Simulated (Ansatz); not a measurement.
# TaSi+ (quintet): the correlation ladder, def2-QZVPP

One table from this session's results is given with a row withheld; the runs are named, their logs left out.

The runs use Ansatz 0.2.0, Gaussian basis; def2-QZVPP, core rule «outside noble gas», up to 9 orbitals frozen.

The runs, in order: UHF; ROHF; CCSD(T) on UHF.

### The system

The geometry is a PBE0/def2-TZVP stationary point (not a proven minimum) of the parent state, kept for this charge and spin. No spin-orbit coupling is included. Elements past krypton take def2 core potentials.

2 atoms, charge 1, spin multiplicity 5.

Atoms are counted from 1 here; the program's logs count them from 0.

Bond lengths: Ta1–Si2 2.443 Å.

The first run:

File in.yaml:

```yaml
crystal:
  periodic: [false, false, false]
  atoms:
    - {symbol: Ta, position_ang: [0.000000, 0.000000, 0.000000]}
    - {symbol: Si, position_ang: [0.000000, 0.000000, 2.442600]}
basis:
  gaussian: {orbitals: "def2-QZVPP.json"}
total_charge: 1
magnetization: {spin_polarized: true, initial_magnetization: 4}
hamiltonian: {xc: hf}
output: {orbitals: {seedname: orbitals}}
```

On the command line:

```bash
ansatz run in.yaml --threads 1 --pin off --events-out ev --progress --plain --max-ram 4096MiB --backend cpu
```

Steps of the session up to this table: UHF; ROHF; CCSD(T) on UHF.

One table of the session follows, with a row left open; its other results are not shown here.

| method | from UCCSD(T) (meV) |
| --- | --- |
| ROHF | ? |
| UMP2 | +920.9 |
| UCCSD | +372.9 |
| UCCSD(T) | 0 |

Q: Estimate the row for ROHF from the others.

The run gave: from UCCSD(T) (meV): +5558.9. In the column «from UCCSD(T) (meV)» it is the highest.

Left out of the table: UHF (another determinant or state than the rows shown).

To keep in mind: The determinant of HF (⟨S²⟩ 6.61) is far from a pure spin state, so its energy mixes those of several spin states; that is harmless only where they are near-degenerate. Warnings: spin contamination; coupled cluster took another determinant than the lowest.
